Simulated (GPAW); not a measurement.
# SiO (F-43m) in GPAW: single point with PBE

Aim: the single point of SiO with PBE.

Everything below comes from runs of GPAW 26.7.0. Logs are shortened: lines on timing, memory, paths and dates and some standing lists are left out, and cuts for length are marked. The log counts tension as positive stress, the text compression.

### 1 The structure

It takes space group F-43m (No. 216, cubic). Conventional cell: a = 4.867 Å, b = 4.867 Å, c = 4.867 Å, α = 90.00°, β = 90.00°, γ = 90.00°. Around Si (site symmetry -43m) lie 4 O at 2.11 Å. O (site symmetry -43m) has 4 Si at 2.11 Å as nearest neighbours.

The cell was built by a generator and needn't be a form met in nature.

### 2 Single point, PBE

SiO.xyz reads:

```xyz
2
Lattice="0.0000000000 2.4336400000 2.4336400000 2.4336400000 0.0000000000 2.4336400000 2.4336400000 2.4336400000 0.0000000000" Properties=species:S:1:pos:R:3 pbc="T T T"
Si     3.6504600000      3.6504600000      3.6504600000
O      0.0000000000      0.0000000000      0.0000000000
```

Potentials or basis: GPAW PAW data sets (gpaw-data 1.2.1), pw.

On the command line:

```bash
$ OMP_NUM_THREADS=1 gpaw run SiO.xyz -p 'mode=PW(800),xc=PBE,kpts={size:(9,9,9),gamma:True},occupations={name:fermi-dirac,width:0.05},nbands=13,convergence={density:1e-05,energy:1e-05},maxiter=150,txt=gpaw.txt' --properties efs -w gs.gpw
```

The program printed:

```text
__  _  _
 | _ |_)|_||  |
 |__||  | ||/\| - 26.7.0

Input parameters:
  mode=PW(ecut=800.0),
  convergence={'density': 1e-05, 'energy': 1e-05},
  kpts=MonkhorstPack(size=[9, 9, 9], gamma=True),
  maxiter=150,
  nbands=13,
  occupations=Occupations(name='fermi-dirac', width=0.05),
  xc=XC(name='PBE')

Diagonalizing LCAO Hamiltonian
Converting LCAO to pw mode

                   Si

       O

Atoms  # Å, Bohr magnetons
|   | symbol |        x |        y |        z |    initial magnetic moments |
|---|--------|----------|----------|----------|-----------------------------|
| 0 |     Si | 3.650460 | 3.650460 | 3.650460 | ( 0.0000,  0.0000,  0.0000) |
| 1 |      O | 0.000000 | 0.000000 | 0.000000 | ( 0.0000,  0.0000,  0.0000) |

Unit cell  # Å
| periodic |        x |        y |        z |  lengths |    angles |
|----------|----------|----------|----------|----------|-----------|
|      yes | 0.000000 | 2.433640 | 2.433640 | 3.441687 | 60.000000 |
|      yes | 2.433640 | 0.000000 | 2.433640 | 3.441687 | 60.000000 |
|      yes | 2.433640 | 2.433640 | 0.000000 | 3.441687 | 60.000000 |

Number of symmetries: 24
Symmetry operations  # r_c * U_cc + t_c -> r_c
|    | kind |            matrix            |
|----|------|------------------------------|
|  0 |  E   |  1, 0, 0,  0, 1, 0,  0, 0, 1 |
|  1 |  σ   |  1, 0, 0,  0, 0, 1,  0, 1, 0 |
|  2 |  σ   |  1, 0,-1,  0, 1,-1,  0, 0,-1 |
|  3 |  C3  |  1, 0,-1,  0, 0,-1,  0, 1,-1 |
|  4 |  C3  |  1,-1, 0,  0,-1, 1,  0,-1, 0 |
|  5 |  σ   |  1,-1, 0,  0,-1, 0,  0,-1, 1 |
|  6 |  σ   |  0, 1, 0,  1, 0, 0,  0, 0, 1 |
|  7 |  C3  |  0, 1, 0,  0, 0, 1,  1, 0, 0 |
|  8 |  C2  |  0, 1,-1,  1, 0,-1,  0, 0,-1 |
|  9 |  S4  |  0, 1,-1,  0, 0,-1,  1, 0,-1 |
| 10 |  C3  |  0, 0, 1,  1, 0, 0,  0, 1, 0 |
| 11 |  σ   |  0, 0, 1,  0, 1, 0,  1, 0, 0 |
| 12 |  S4  |  0, 0,-1,  1, 0,-1,  0, 1,-1 |
| 13 |  C3  |  0, 0,-1,  0, 1,-1,  1, 0,-1 |
| 14 |  S4  |  0,-1, 1,  1,-1, 0,  0,-1, 0 |
| 15 |  C2  |  0,-1, 1,  0,-1, 0,  1,-1, 0 |
| 16 |  C3  |  0,-1, 0,  1,-1, 0,  0,-1, 1 |
| 17 |  S4  |  0,-1, 0,  0,-1, 1,  1,-1, 0 |
| 18 |  S4  | -1, 1, 0, -1, 0, 1, -1, 0, 0 |
| 19 |  C3  | -1, 1, 0, -1, 0, 0, -1, 0, 1 |
| 20 |  C3  | -1, 0, 1, -1, 1, 0, -1, 0, 0 |
| 21 |  S4  | -1, 0, 1, -1, 0, 0, -1, 1, 0 |
| 22 |  σ   | -1, 0, 0, -1, 1, 0, -1, 0, 1 |
| 23 |  C2  | -1, 0, 0, -1, 0, 1, -1, 1, 0 |

BZ-sampling:
  Number of BZ points: 729
  Number of IBZ points: 35

  Monkhorst-Pack size: [9, 9, 9]
  Monkhorst-Pack shift: [0, 0, 0]

K-points  # in reciprocal-cell coordinates
|     |                                coordinates |     weight |
|-----|--------------------------------------------|------------|
|   0 | (  0.00000000,   0.00000000,   0.00000000) | 0.00137174 |
|   1 | (  0.11111111,   0.11111111,   0.00000000) | 0.00823045 |
|   2 | (  0.11111111,   0.11111111,   0.11111111) | 0.01097394 |
|   3 | (  0.22222222,   0.11111111,   0.11111111) | 0.01646091 |
|   4 | (  0.22222222,   0.22222222,   0.00000000) | 0.00823045 |
|   5 | (  0.22222222,   0.22222222,   0.11111111) | 0.03292181 |
|   6 | (  0.22222222,   0.22222222,   0.22222222) | 0.01097394 |
|   7 | (  0.33333333,   0.22222222,   0.11111111) | 0.03292181 |
|   8 | (  0.33333333,   0.22222222,   0.22222222) | 0.03292181 |
|   9 | (  0.33333333,   0.33333333,  -0.33333333) | 0.01646091 |
| ... |                                            |            |
|  34 | (  0.44444444,   0.44444444,   0.44444444) | 0.01097394 |

Plane wave coefficients: 1491
Cutoff: 800.0 eV

Spin-components: 1 (collinear spins)
Bands:           13
Projectors:      10
Spin-degeneracy: 2
Datatype:        complex128

Parallelization:
  kpt:    1
  domain: 1
  band:   1

Density:
  Valence electrons: 10.0
  Components: 1
  Grid points: [24 24 24]
  Charge: 0.0  # |e|

Potential:
  Grid points: [24 24 24]

species:
  Si:
    name:    Silicon
    Z:       14.0
    valence: 4
    core:    10
    charge:  0.0  # [|e|]
    compensation charges:
      type: gauss
      rc: 0.33  # [Å]
      lmax: 2
    cutoffs:
      filter: 1.86  # [Å]
      core: 2.06  # [Å]
    projectors
    | kind |    occ | energy [eV] | rcut [Å] |
    |------|--------|-------------|----------|
    |   3s |  2.000 |     -10.812 |    1.058 |
    |   3p |  2.000 |      -4.081 |    1.058 |
    |    s |        |      16.399 |    1.058 |
    |    p |        |      23.130 |    1.058 |
    |    d |        |       0.000 |    1.058 |

    Using partial waves for Si as LCAO basis

  O:
    name:    Oxygen
    Z:       8.0
    valence: 6
    core:    2
    charge:  0.0  # [|e|]
    compensation charges:
      type: gauss
      rc: 0.21  # [Å]
      lmax: 2
    cutoffs:
      filter: 1.17  # [Å]
      core: 0.83  # [Å]
    projectors
    | kind |    occ | energy [eV] | rcut [Å] |
    |------|--------|-------------|----------|
    |   2s |  2.000 |     -23.961 |    0.688 |
    |   2p |  4.000 |      -9.029 |    0.598 |
    |    s |        |       3.251 |    0.688 |
    |    p |        |      18.182 |    0.598 |
    |    d |        |       0.000 |    0.619 |

    Using partial waves for O as LCAO basis

Reference energy: -9927.196551  # eV

eigensolver:
  PPCG
  Converge bands: occupied
  niter=2

density mixing:
  MSR1-Mixer
  Pratt-step length: 0.05
  Maximum mixing coefficient: 0.75
  Old densities: 10
  SVD Regularization: 0.005
  Good broyden scale: 1.0
  Trust region scale: 1.0
  Backstep threshold: 4.0
  History deletion threshold: 6.0
  Fourier metric: weight=20.0, sigma=0.015

occupation numbers:
  Fermi-Dirac:
    width: 0.0500  # eV

poisson solver:
  ecut: 6400.0  # eV

xc functional:
  name: PBE with 2 nearest neighbor stencil

convergence criteria:
- Maximum integral of absolute [dens]ity change: 1e-05 electrons / valence electron
- Maximum [total energy] change in last 3 cyles: 1e-05 eV / valence electron
- Maximum integral of absolute [eigenst]ate change: 4e-08 eV^2 / valence electron
maximum number of iterations: 150

SCF iterations
|iter     | |      energy | eigst |  dens |
|---------|-|-------------|-------|-------|
|iter:   1| |  -12.361205 | -0.10 |       |
|iter:   2| |  -11.945759 | -2.13 | -0.78 |
|iter:   3| |  -11.196253 | -1.55 | -0.86 |
|iter:   4| |  -11.188396 | -3.30 | -1.49 |
|iter:   5| |  -11.185801 | -3.83 | -1.67 |
|iter:   6| |  -11.185751 | -5.67 | -2.69 |
|iter:   7| |  -11.185766c| -6.12 | -3.07 |
|iter:   8| |  -11.185766c| -7.97c| -4.02 |
|iter:   9| |  -11.185766c| -7.94c| -4.65 |
|iter:  10| |  -11.185766c| -8.81c| -5.35c|

Converged in 10 steps
Energy contributions relative to reference atoms: (reference = -9927.196551)

Energy contributions:
  Kinetic:           9.915196
  Coulomb:         -10.984821
  Zero:              0.202956
  External:          0.000000
  Xc:              -10.316663
  Entropy:          -0.004870
  Spinorbit:         0.000000
  ----------------------------
  Free energy:     -11.188202
  Extrapolated:    -11.185766

dipole moment: (-10.143846, -10.143846, -10.143846)  # |e|*Ang

Fermi level: 6.381
Eigenvalues  # (at kpt = [0.000, 0.000, 0.000])
| band index |      eig [eV] | occ [0-2] |
|------------|---------------|-----------|
|          0 |       -14.563 |     2.000 |
|          1 |         0.257 |     2.000 |
|          2 |         0.992 |     2.000 |
|          3 |         0.992 |     2.000 |
|          4 |         0.992 |     2.000 |
|          5 |         9.989 |     0.000 |
|          6 |         9.989 |     0.000 |
|          7 |         9.989 |     0.000 |
|          8 |        16.713 |     0.000 |
|          9 |        17.833 |     0.000 |
|         10 |        17.834 |     0.000 |
|         11 |        18.570 |     0.000 |
|         12 |        18.570 |     0.000 |

No gap
No difference between direct/indirect transitions

Forces  # eV/Ang
|       x |       y |        z |
|---------|---------|----------|
| 0.00000 | 0.00000 | -0.00000 |  # Si   0
| 0.00000 | 0.00000 |  0.00000 |  # O    1

Stress tensor  # eV/Ang^3
|         x |         y |         z |
|-----------|-----------|-----------|
| -0.002458 | -0.000000 | -0.000000 |
| -0.000000 | -0.002458 |  0.000000 |
| -0.000000 |  0.000000 | -0.002458 |

# Writing to gs.gpw (mode='')
```

Wall time 12 s (1 thread of Arm Neoverse V2, shared host); peak memory 0.16 GiB.

Results:

- Free energy: -11.1882 eV
- Pressure: 0.4 GPa
- Band gap on the k mesh: none (metal or under the smearing width)

Levels at points of the mesh, in eV from the Fermi level:
```csv
k point,band 2,band 3,band 4,band 5,band 6,band 7,band 8,band 9
"(0.00, 0.00, 0.00)",-6.12,-5.39,-5.39,-5.39,3.61,3.61,3.61,10.33
```
